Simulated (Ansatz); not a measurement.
# Sn13H20 off sphere (Sn₁₂GeH₂₀): geometry, orbitals and charge

Aim: characterise Sn13H20 off sphere (Sn₁₂GeH₂₀) as a singlet: its structure, frontier levels and distribution of charge.

Method: RKS PBE0-D4/def2-TZVP; program: Ansatz 0.2.0, Gaussian basis.

Levels to be run: relaxation at PBE-D4/def2-SVP; a single point at PBE0-D4/def2-TZVP.

1 further run of the same task is left out (set aside as unsound or not needed).

### Step 1. Starting geometry

33 atoms, charge 0, spin multiplicity 1.

Atoms are counted from 1 here; the program's logs count them from 0.

Bond lengths: Sn1–Sn9 2.818 Å, Sn1–Sn10 2.797 Å, Sn1–H14 1.745 Å, Sn1–H15 1.735 Å, Sn2–Sn8 2.803 Å, Sn2–Sn11 2.816 Å, Sn2–H16 1.709 Å, Sn2–H17 1.738 Å, Sn3–Sn9 2.846 Å, Sn3–Sn12 2.836 Å, Sn3–H18 1.724 Å, Sn3–H19 1.689 Å, Sn4–Sn8 2.822 Å, Sn4–Sn9 2.808 Å, Sn4–Ge13 2.785 Å, Sn4–H20 1.726 Å, Sn5–Sn10 2.804 Å, Sn5–Ge13 2.790 Å and more. Angles: Sn9–Sn1–Sn10 110.6°, Sn9–Sn1–H14 109.3°, Sn9–Sn1–H15 108.5°, Sn10–Sn1–H14 110.3°, Sn10–Sn1–H15 109.9°, H14–Sn1–H15 108.1°, Sn8–Sn2–Sn11 109.5°, Sn8–Sn2–H16 110.3°, Sn8–Sn2–H17 109.9°, Sn11–Sn2–H16 110.5°, Sn11–Sn2–H17 107.5°, H16–Sn2–H17 108.9°, Sn9–Sn3–Sn12 110.4°, Sn9–Sn3–H18 109.2°, Sn9–Sn3–H19 109.3°, Sn12–Sn3–H18 109.1°, Sn12–Sn3–H19 110.1°, H18–Sn3–H19 108.6° and more.

As a file:

```
Sn    0.7884   -4.0158    0.5985
Sn   -2.4814    2.4754   -2.6448
Sn    0.7751   -0.7745   -2.6460
Sn   -2.4574   -0.7827    0.6017
Sn    0.7721   -0.7856    3.8313
Sn    0.7922    2.4624    0.5891
Sn    4.0164   -0.7870    0.5936
Sn   -4.0885    0.8587   -1.0139
Sn   -0.8800   -2.4340   -1.0316
Sn    2.3993   -2.4025    2.2193
Sn   -0.8076    4.0677   -1.0347
Sn    2.4363    0.8490   -1.0191
Ge   -0.8470    0.8146    2.2185
H     1.7778   -5.0396   -0.4098
H    -0.2110   -5.0354    1.5851
H    -3.4534    3.4554   -3.6521
H    -1.4599    1.4822   -3.6397
H     1.7639   -1.7652   -3.6521
H    -0.1967    0.1938   -3.6308
H    -3.4552   -1.7949    1.5818
H    -0.2091   -1.7721    4.8168
H     1.7596    0.2129    4.8245
H     1.7797    3.4663    1.5618
H     5.0250   -1.7578   -0.4040
H     5.0090    0.2212    1.5903
H    -5.0639   -0.1589   -2.0443
H    -5.0790    1.8257   -0.0243
H    -1.8295   -3.4232   -2.0400
H     3.4120   -3.3885    3.1994
H     0.1537    5.0841   -2.0150
H    -1.8192    5.0812   -0.0374
H     3.3948    1.8482   -2.0558
H    -1.7190    1.7174    3.0722
```

Sn takes a core potential in the def2 sets. No spin-orbit coupling is included.

The start is a built from a lattice or polyhedron geometry.

### Step 2. Relaxation at PBE-D4/def2-SVP

in.yaml reads:

```yaml
crystal:
  periodic: [false, false, false]
  atoms:
    - {symbol: Sn, position_ang: [0.788400, -4.015800, 0.598500]}
    - {symbol: Sn, position_ang: [-2.481400, 2.475400, -2.644800]}
    - {symbol: Sn, position_ang: [0.775100, -0.774500, -2.646000]}
    - {symbol: Sn, position_ang: [-2.457400, -0.782700, 0.601700]}
    - {symbol: Sn, position_ang: [0.772100, -0.785600, 3.831300]}
    - {symbol: Sn, position_ang: [0.792200, 2.462400, 0.589100]}
    - {symbol: Sn, position_ang: [4.016400, -0.787000, 0.593600]}
    - {symbol: Sn, position_ang: [-4.088500, 0.858700, -1.013900]}
    - {symbol: Sn, position_ang: [-0.880000, -2.434000, -1.031600]}
    - {symbol: Sn, position_ang: [2.399300, -2.402500, 2.219300]}
    - {symbol: Sn, position_ang: [-0.807600, 4.067700, -1.034700]}
    - {symbol: Sn, position_ang: [2.436300, 0.849000, -1.019100]}
    - {symbol: Ge, position_ang: [-0.847000, 0.814600, 2.218500]}
    - {symbol: H, position_ang: [1.777800, -5.039600, -0.409800]}
    - {symbol: H, position_ang: [-0.211000, -5.035400, 1.585100]}
    - {symbol: H, position_ang: [-3.453400, 3.455400, -3.652100]}
    - {symbol: H, position_ang: [-1.459900, 1.482200, -3.639700]}
    - {symbol: H, position_ang: [1.763900, -1.765200, -3.652100]}
    - {symbol: H, position_ang: [-0.196700, 0.193800, -3.630800]}
    - {symbol: H, position_ang: [-3.455200, -1.794900, 1.581800]}
    - {symbol: H, position_ang: [-0.209100, -1.772100, 4.816800]}
    - {symbol: H, position_ang: [1.759600, 0.212900, 4.824500]}
    - {symbol: H, position_ang: [1.779700, 3.466300, 1.561800]}
    - {symbol: H, position_ang: [5.025000, -1.757800, -0.404000]}
    - {symbol: H, position_ang: [5.009000, 0.221200, 1.590300]}
    - {symbol: H, position_ang: [-5.063900, -0.158900, -2.044300]}
    - {symbol: H, position_ang: [-5.079000, 1.825700, -0.024300]}
    - {symbol: H, position_ang: [-1.829500, -3.423200, -2.040000]}
    - {symbol: H, position_ang: [3.412000, -3.388500, 3.199400]}
    - {symbol: H, position_ang: [0.153700, 5.084100, -2.015000]}
    - {symbol: H, position_ang: [-1.819200, 5.081200, -0.037400]}
    - {symbol: H, position_ang: [3.394800, 1.848200, -2.055800]}
    - {symbol: H, position_ang: [-1.719000, 1.717400, 3.072200]}
basis:
  gaussian: {orbitals: def2-SVP, fitting: {mean_field: def2-universal-jkfit}}
hamiltonian: {xc: pbe, dispersion: d4}
scf: {lower_state_search: "off"}
output: {orbitals: {seedname: orbitals}}
relax: {f_tol: 0.03, max_steps: 70}
```

Run with:

```sh
$ ansatz run in.yaml --threads 2 --pin off --events-out ev --progress --plain --max-ram 32768MiB --backend cuda --devices 0, --max-vram 18GiB
```

What it wrote, shortened:

```text
Functional definition: PBE
  name "PBE"
  cite "Perdew, Burke & Ernzerhof, Phys. Rev. Lett. 77, 3865 (1996) doi:10.1103/PhysRevLett.77.3865"
  parent pbe
[...]
3242 factors; integrals over basis functions are off by at most 3.4e-1 eV
[...]
mean field -126808.09729335 eV, -4660.1116219150 hartree, gradient 3.9e-6 eV, S^2 0.000000; 0 other end points of the search recorded, 0 dependent functions left out
[...]
reference -126808.09739963 eV, -4660.1116258208 hartree; 158, 158 occupied and 286, 286 virtual orbitals, 3242 factors
relax step   1: F+E_penalty+E_count = -126810.10690874 eV  Δ(F+E_penalty+E_count) = +0.000e0 eV  max|allowed force component| = 1.130e0 eV/Å  Δτ_max = 0.0000 Å  (18 SCF iters, accepted)
[...]
relax step   7: F+E_penalty+E_count = -126810.52334211 eV  Δ(F+E_penalty+E_count) = -1.640e-3 eV  max|allowed force component| = 4.158e-2 eV/Å  Δτ_max = 0.0683 Å  (18 SCF iters, accepted)
[...]
relax step   8: F+E_penalty+E_count = -126810.52368633 eV  Δ(F+E_penalty+E_count) = -3.442e-4 eV  max|allowed force component| = 1.476e-2 eV/Å  Δτ_max = 0.0300 Å  (14 SCF iters, accepted)
Total energy: -126810.52379375 eV, -4660.2007941600 hartree
Atom 0 at     0.806939    -4.062781     0.596301 Å, force     0.001799     0.001243     0.002539 eV/Å
Atom 1 at    -2.627246     2.628254    -2.574800 Å, force     0.006149    -0.004921    -0.014756 eV/Å
[...]
Atom 18 at     0.032501    -0.034248    -3.899020 Å, force     0.001373    -0.001754     0.009995 eV/Å
Atom 19 at    -3.286048    -1.747012     1.642806 Å, force    -0.000572     0.001673    -0.000632 eV/Å
Atom 20 at    -0.366121    -1.616149     4.709155 Å, force     0.000599     0.002717     0.000324 eV/Å
Atom 21 at     1.615929     0.367643     4.706893 Å, force    -0.002564    -0.000911     0.000583 eV/Å
Atom 22 at     1.745895     3.283483     1.645409 Å, force    -0.001439     0.000809    -0.000910 eV/Å
Atom 23 at     5.110177    -1.809329    -0.356437 Å, force     0.000404     0.000815     0.002095 eV/Å
Atom 24 at     5.070853     0.200147     1.592657 Å, force     0.000672     0.001360    -0.001775 eV/Å
Atom 25 at    -5.145165    -0.137395    -1.935328 Å, force    -0.001304    -0.000222     0.004944 eV/Å
Atom 26 at    -5.112260     1.778850     0.104667 Å, force    -0.003273    -0.005377    -0.001258 eV/Å
Atom 27 at    -1.837752    -3.425283    -2.047107 Å, force     0.000086     0.000230     0.001635 eV/Å
Atom 28 at     3.338377    -3.337623     3.315355 Å, force     0.000387    -0.000075    -0.000998 eV/Å
Atom 29 at     0.135923     5.147307    -1.931109 Å, force    -0.000558     0.000972     0.005957 eV/Å
Atom 30 at    -1.780864     5.111936     0.108725 Å, force     0.004673     0.003806    -0.001298 eV/Å
Atom 31 at     3.422179     1.838154    -2.048096 Å, force    -0.000244     0.000148     0.001815 eV/Å
Atom 32 at    -1.704781     1.702027     2.896718 Å, force    -0.000403     0.000538    -0.001536 eV/Å
Dipole moment:    -0.017205     0.016257    -0.026559 e Å
Checks for a lower state left out: stability, starts, cluster_reference, orbital_swaps, neighbouring_geometries, increment
```

It took 41 s on 1 × H100 (card shared with other runs) with 2 threads of AMD EPYC 7R13, shared host.

Relaxation path:

| step | energy from step 1 (eV) | largest force component (eV/Å) |
| --- | --- | --- |
| 1 | 0.0000 | 1.1300 |
| 2 | -0.1584 | 0.9149 |
| 3 | -0.3943 | 0.1941 |
| 4 | -0.4084 | 0.0367 |
| 5 | -0.4117 | 0.0326 |
| 6 | -0.4148 | 0.0240 |
| 7 | -0.4164 | 0.0416 |
| 8 | -0.4168 | 0.0148 |

The force was under the threshold of 0.03 eV/Å already at step 6, but the program went on to step 8.

Distances of close pairs at the start and the end, largest changes first:

| bond | before (Å) | after (Å) | change (Å) |
| --- | --- | --- | --- |
| Sn6–Ge13 | 2.839 | 2.645 | -0.194 |
| Sn5–Ge13 | 2.790 | 2.644 | -0.146 |
| Sn4–Ge13 | 2.785 | 2.644 | -0.141 |
| Ge13–H33 | 1.518 | 1.567 | +0.049 |
| Sn3–H19 | 1.689 | 1.736 | +0.048 |
| Sn9–H28 | 1.702 | 1.743 | +0.041 |
| Sn8–H27 | 1.702 | 1.737 | +0.036 |
| Sn5–H21 | 1.705 | 1.738 | +0.033 |

Bonds by kind at the end (by distance):

| bond | count | shortest (Å) | longest (Å) |
| --- | --- | --- | --- |
| Sn–Sn | 13 | 2.810 | 2.819 |
| Ge–Sn | 3 | 2.644 | 2.645 |
| H–Sn | 19 | 1.736 | 1.744 |
| Ge–H | 1 | 1.567 | 1.567 |

### Step 3. Single point, PBE0-D4/def2-TZVP

start.molden holds the orbitals of an earlier run on this state, given as this run's starting guess.

in.yaml reads:

```yaml
crystal:
  periodic: [false, false, false]
  atoms:
    - {symbol: Sn, position_ang: [0.806939, -4.062781, 0.596301]}
    - {symbol: Sn, position_ang: [-2.627246, 2.628254, -2.574800]}
    - {symbol: Sn, position_ang: [0.925429, -0.926822, -2.706866]}
    - {symbol: Sn, position_ang: [-2.355702, -0.747905, 0.557110]}
    - {symbol: Sn, position_ang: [0.681174, -0.681650, 3.684450]}
    - {symbol: Sn, position_ang: [0.746317, 2.355231, 0.558380]}
    - {symbol: Sn, position_ang: [4.061378, -0.804000, 0.597372]}
    - {symbol: Sn, position_ang: [-4.101380, 0.857421, -0.966219]}
    - {symbol: Sn, position_ang: [-0.789704, -2.438860, -1.064334]}
    - {symbol: Sn, position_ang: [2.381439, -2.381108, 2.217290]}
    - {symbol: Sn, position_ang: [-0.859190, 4.102510, -0.963201]}
    - {symbol: Sn, position_ang: [2.436251, 0.790032, -1.064915]}
    - {symbol: Ge, position_ang: [-0.779739, 0.777803, 2.033705]}
    - {symbol: H, position_ang: [1.813857, -5.108515, -0.359137]}
    - {symbol: H, position_ang: [-0.194460, -5.075764, 1.590790]}
    - {symbol: H, position_ang: [-3.679977, 3.680832, -3.471346]}
    - {symbol: H, position_ang: [-1.705105, 1.709860, -3.723835]}
    - {symbol: H, position_ang: [1.998378, -1.998545, -3.557535]}
    - {symbol: H, position_ang: [0.032501, -0.034248, -3.899020]}
    - {symbol: H, position_ang: [-3.286048, -1.747012, 1.642806]}
    - {symbol: H, position_ang: [-0.366121, -1.616149, 4.709155]}
    - {symbol: H, position_ang: [1.615929, 0.367643, 4.706893]}
    - {symbol: H, position_ang: [1.745895, 3.283483, 1.645409]}
    - {symbol: H, position_ang: [5.110177, -1.809329, -0.356437]}
    - {symbol: H, position_ang: [5.070853, 0.200147, 1.592657]}
    - {symbol: H, position_ang: [-5.145165, -0.137395, -1.935328]}
    - {symbol: H, position_ang: [-5.112260, 1.778850, 0.104667]}
    - {symbol: H, position_ang: [-1.837752, -3.425283, -2.047107]}
    - {symbol: H, position_ang: [3.338377, -3.337623, 3.315355]}
    - {symbol: H, position_ang: [0.135923, 5.147307, -1.931109]}
    - {symbol: H, position_ang: [-1.780864, 5.111936, 0.108725]}
    - {symbol: H, position_ang: [3.422179, 1.838154, -2.048096]}
    - {symbol: H, position_ang: [-1.704781, 1.702027, 2.896718]}
basis:
  gaussian: {orbitals: def2-TZVP, fitting: {mean_field: def2-universal-jkfit}, initial_orbitals: start.molden}
hamiltonian: {xc: pbe0, dispersion: d4}
scf: {omitted_lower_state_checks: [starts]}
output: {forces: true, orbitals: {seedname: orbitals}}
```

The command is unchanged.

What it wrote, shortened:

```text
Functional definition: PBE0
  name "PBE0"
  cite "Adamo & Barone, J. Chem. Phys. 110, 6158 (1999) doi:10.1063/1.478522"
  cite "Perdew, Burke & Ernzerhof, Phys. Rev. Lett. 77, 3865 (1996) doi:10.1103/PhysRevLett.77.3865"
  parent pbe
[...]
3242 factors; integrals over basis functions are off by at most 6.3e-1 eV
[...]
mean field -126823.68153786 eV, -4660.6843323376 hartree, gradient 6.0e-5 eV, S^2 0.000000; 0 other end points of the search recorded, 0 dependent functions left out
[...]
reference -126823.68164441 eV, -4660.6843362530 hartree; 158, 158 occupied and 610, 610 virtual orbitals, 3242 factors
Total energy: -126825.53981051 eV, -4660.7526225977 hartree
Atom 0 at     0.806939    -4.062781     0.596301 Å, force    -0.000670    -0.088313     0.007265 eV/Å
Atom 1 at    -2.627246     2.628254    -2.574800 Å, force     0.009446    -0.007671    -0.118823 eV/Å
[...]
Atom 24 at     5.070853     0.200147     1.592657 Å, force    -0.182701    -0.174457    -0.176624 eV/Å
Atom 25 at    -5.145165    -0.137395    -1.935328 Å, force     0.190439     0.173760     0.175945 eV/Å
Atom 26 at    -5.112260     1.778850     0.104667 Å, force     0.178721    -0.166539    -0.185794 eV/Å
Atom 27 at    -1.837752    -3.425283    -2.047107 Å, force     0.191318     0.182060     0.181950 eV/Å
Atom 28 at     3.338377    -3.337623     3.315355 Å, force    -0.175233     0.175489    -0.202645 eV/Å
Atom 29 at     0.135923     5.147307    -1.931109 Å, force    -0.174612    -0.190924     0.176730 eV/Å
Atom 30 at    -1.780864     5.111936     0.108725 Å, force     0.165944    -0.177980    -0.186078 eV/Å
Atom 31 at     3.422179     1.838154    -2.048096 Å, force    -0.182008    -0.191128     0.182216 eV/Å
Atom 32 at    -1.704781     1.702027     2.896718 Å, force     0.152678    -0.152422    -0.146480 eV/Å
Dipole moment:    -0.019179     0.018159    -0.033876 e Å
Checks for a lower state left out: starts
```

Wall time 18 s (1 × H100 (card shared with other runs) with 2 threads of AMD EPYC 7R13, shared host); peak host memory 2.2 GiB.

From the report: HOMO -6.85 eV, LUMO -1.78 eV.

Mulliken charges, from this run's orbitals:

Sn1 0.06; Sn2 0.07; Sn3 0.06; Sn4 0.08; Sn5 0.11; Sn6 0.08; Sn7 0.06; Sn8 0.06; Sn9 0.04; Sn10 0.04; Sn11 0.06; Sn12 0.04; Ge13 -0.22; H14 -0.03; H15 -0.03; H16 -0.03; H17 -0.04; H18 -0.03; H19 -0.03; H20 -0.02; H21 -0.03; H22 -0.03; H23 -0.02; H24 -0.03; H25 -0.03; H26 -0.03; H27 -0.03; H28 -0.02; H29 -0.03; H30 -0.03; H31 -0.03; H32 -0.02; H33 0.03

Largest Mayer bond orders: Sn8–H27 0.92; Sn11–H31 0.92; Sn3–H18 0.92; Sn2–H16 0.92; Sn5–H21 0.92; Sn5–H22 0.92; Sn1–H15 0.92; Sn7–H25 0.92; Sn1–H14 0.92; Sn2–H17 0.92.

The fields below are evaluated on a grid from the run's orbitals.

Frontier orbitals at PBE0-D4/def2-TZVP, with the share of their density that lies nearest to each atom:

| orbital | energy (eV) | lies on |
| --- | --- | --- |
| HOMO-1 | -6.87 | 5 Sn atoms about 10 % each; Sn4, Sn8, Sn11 about 6 % each |
| HOMO | -6.85 | 5 Sn atoms about 9 % each; Ge13 8 % |
| LUMO | -1.78 | 5 Sn atoms about 6 % each |

ELF in a plane through or near 5 of the atoms.

Ten even steps from '0' (0.00) to '9' (1.00):
```
0000000000000000000000000000
0000000000000000000000000000
0000000000005983000000000000
0000000000019999000000000000
0000004410019999000000000000
0000079972333573000000000000
0000199983432231000000000000
0000069972333353000000000000
0000002310026543104972011000
0000000000013322308995144000
0000000000013332308995144000
0000002310026443104972011000
0000069972243353000000000000
0000199983432231000000000000
0000079972333573000000000000
0000004510019998000000000000
0000000000019999000000000000
0000000000005983000000000000
0000000000000000000000000000
0000000000000000000000000000
```
The map spans 17.6 Å across and 12.7 Å up, centred on the molecule. Atoms in the plane (x, y in Å): H14 (-4.3, -2.3), H17 (3.7, 0.0), H24 (-4.3, 2.3), H28 (-0.2, -3.7), H32 (-0.2, 3.7).

### Step 4. Results

| quantity | value |
| --- | --- |
| point group | Cs |
| commonest bond, hydrogen aside | Sn–Sn, 13 of mean length 2.816 Å |
| HOMO, LUMO at PBE0-D4/def2-TZVP | -6.85, -1.78 eV |
| dipole at PBE-D4/def2-SVP | 0.17 D |

In words: The molecule keeps its bonding pattern by the stored test; the atoms moved 0.19 Å (rms). No usable vibrations, so a minimum isn't proven. The HOMO lies nearest to 5 Sn atoms about 9 % each; Ge13 8 % and the LUMO to 5 Sn atoms about 6 % each. Whether this spin is the lowest isn't tested here. The point group is read from a loosely relaxed geometry; soft torsions can leave it below the true symmetry.
